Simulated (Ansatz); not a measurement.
# CH₇BNP: up Jacob's ladder to CCSD(T)

One table from this session's results is given with a row withheld; the runs are named, their logs left out.

The runs use Ansatz 0.2.0, Gaussian basis; functionals in def2-TZVPP, the program's frozen cores in correlated methods.

Levels to be run: LDA (SPW92), PBE-D4, revPBE-D4, BLYP-D4, r2SCAN-D4, B97M-V, PBE0-D4, B3LYP-D4, r2SCANh-D4, r2SCAN0-D4, HSE06-D4, BHLYP-D4, CAM-B3LYP-D4, LC-ωPBE, ωB97X-V, ωB97M-V, B2PLYP, PBE-QIDH; CCSD(T)/def2-SVP; CCSD(T)/def2-TZVPP; MP2/def2-QZVPP; extrapolation to the limit; RPA on PBE.

## The geometry

The geometry comes from an earlier relaxation with PBE0-D4 in a triple-zeta def2 set; it is a stationary point, not always the lowest conformer.

11 atoms, charge 0, spin multiplicity 1.

Atoms are counted from 1 here; the program's logs count them from 0.

Bond lengths: C1–B2 1.573 Å, C1–H5 1.094 Å, C1–H6 1.094 Å, C1–H7 1.095 Å, B2–N3 1.394 Å, B2–P4 1.936 Å, N3–H8 1.005 Å, N3–H9 1.007 Å, P4–H10 1.420 Å, P4–H11 1.417 Å. Angles: B2–C1–H5 111.6°, B2–C1–H6 113.3°, B2–C1–H7 110.2°, H5–C1–H6 107.9°, H5–C1–H7 105.9°, H6–C1–H7 107.6°, C1–B2–N3 120.8°, C1–B2–P4 119.5°, N3–B2–P4 119.5°, B2–N3–H8 124.1°, B2–N3–H9 122.3°, H8–N3–H9 113.6°, B2–P4–H10 98.9°, B2–P4–H11 97.1°, H10–P4–H11 95.0°.

The first run:

in.yaml

```yaml
crystal:
  periodic: [false, false, false]
  atoms:
    - {symbol: C, position_ang: [-1.093222, 0.922586, -0.128032]}
    - {symbol: B, position_ang: [0.002902, -0.179788, 0.111867]}
    - {symbol: N, position_ang: [0.427127, -0.495920, 1.401394]}
    - {symbol: P, position_ang: [0.670948, -1.204851, -1.389127]}
    - {symbol: H, position_ang: [-1.903535, 0.553239, -0.763722]}
    - {symbol: H, position_ang: [-1.537033, 1.299327, 0.798301]}
    - {symbol: H, position_ang: [-0.659595, 1.776561, -0.659212]}
    - {symbol: H, position_ang: [1.134077, -1.179243, 1.610951]}
    - {symbol: H, position_ang: [0.043310, -0.049757, 2.218369]}
    - {symbol: H, position_ang: [2.007227, -1.393277, -0.948840]}
    - {symbol: H, position_ang: [0.973292, -0.105678, -2.231450]}
basis:
  gaussian: {orbitals: def2-TZVPP}
hamiltonian: {xc: lda}
output: {orbitals: {seedname: orbitals}}
```

Steps of the session up to this table: LDA; PBE-D4 (GGA); revPBE-D4 (GGA); BLYP-D4 (GGA); r2SCAN-D4 (meta-GGA); B97M-V (meta-GGA); PBE0-D4 (hybrid); B3LYP-D4 (hybrid); r2SCANh-D4 (hybrid); r2SCAN0-D4 (hybrid); HSE06-D4 (hybrid); BHLYP-D4 (hybrid); CAM-B3LYP-D4 (range-separated); LC-ωPBE (range-separated); ωB97X-V (range-separated); ωB97M-V (range-separated); B2PLYP (double hybrid); PBE-QIDH (double hybrid).

One of the session's tables, all rows but one given; the rest of the session is left out.

It belongs to the step «Frontier levels by functional». 

```
  functional  HOMO (eV)  LUMO (eV)  gap (eV)
 LDA (SPW92)      -5.86      -0.79      5.06
      PBE-D4      -5.76      -0.60      5.15
   revPBE-D4          ?          ?         ?
     BLYP-D4      -5.61      -0.48      5.13
   r2SCAN-D4      -5.99      -0.27      5.72
      B97M-V      -6.09      -0.34      5.75
     PBE0-D4      -6.89       0.33      7.21
    B3LYP-D4      -6.67       0.08      6.76
  r2SCANh-D4      -6.41       0.06      6.47
  r2SCAN0-D4      -7.04       0.54      7.58
    HSE06-D4      -6.49      -0.05      6.43
    BHLYP-D4      -7.90       1.11      9.01
CAM-B3LYP-D4      -8.18       1.26      9.44
     LC-ωPBE      -9.54       2.49     12.03
     ωB97X-V      -9.19       2.31     11.50
     ωB97M-V      -9.03       1.89     10.92
```

Q: Estimate the row for revPBE-D4 from the others.

The run gave: HOMO (eV): -5.71; LUMO (eV): -0.52; gap (eV): 5.19. In the column «HOMO (eV)» it lies between PBE-D4 (-5.76) and BLYP-D4 (-5.61).
